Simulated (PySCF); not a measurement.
# A diatomic session: SbS

An exercise on one series of results from a longer session: the logs are not shown, and one member is left open.

Program: PySCF 2.14.0. Level of theory: Sb cc-pVDZ-PP with ECP28, S cc-pV(D+d)Z, scalar-relativistic core potentials. These are calculated values, not measurements.

Set-up of the first run:

The job is set up so:

```json
{"atoms": "Sb, S", "charge": "0", "basis": "Sb cc-pVDZ-PP with ECP28, S cc-pV(D+d)Z", "Hamiltonian": "scalar-relativistic core potentials", "basis functions": "46", "electrons treated": "39", "masses in u": "120.9038, 31.9721", "levels": "PBE0, PBE, r²SCAN, M06, TPSS, TPSSh, ωB97X, HF, MP2, SCS-MP2, CCSD, CCSD(T)", "grid": "80 radial by 434 angular points", "occupations": "held fixed by the projection of orbital angular momentum", "dissociation limit": "Sb + S, each in its ground configuration", "starting distance in angstrom": "2.350", "values of 2S to try": "1, 3, 5"}
```

Command:

```bash
$ OMP_NUM_THREADS=1 python dia.py task.json out
```

Steps of the session up to this table: The job; First curve: PBE0; Other states along the same grid; PBE; r²SCAN; M06 (hybrid meta-GGA); TPSS (meta-GGA); TPSSh (hybrid meta-GGA); ωB97X; UHF (mean field); Correlated methods on the Hartree–Fock reference.

One table of the session follows, with a row left open; its other results are not shown here.

```
 level  Re (Å)  ωe (cm⁻¹)  De (eV)  μ (D)
   PBE   2.253        469     3.81  -2.28
  TPSS   2.247        474     3.61  -2.33
r²SCAN       ?          ?        ?      ?
 TPSSh   2.234        488     3.44  -2.42
  PBE0   2.221        505     3.33  -2.51
   M06   2.234        495     4.03  -2.75
 ωB97X   2.200        535     3.60  -2.71
```

Q: Estimate the row for r²SCAN from the others.

The run gave: Re (Å): 2.234; ωe (cm⁻¹): 491; De (eV): 3.43; μ (D): -2.42.

De is counted to Sb + S in their ground configurations.
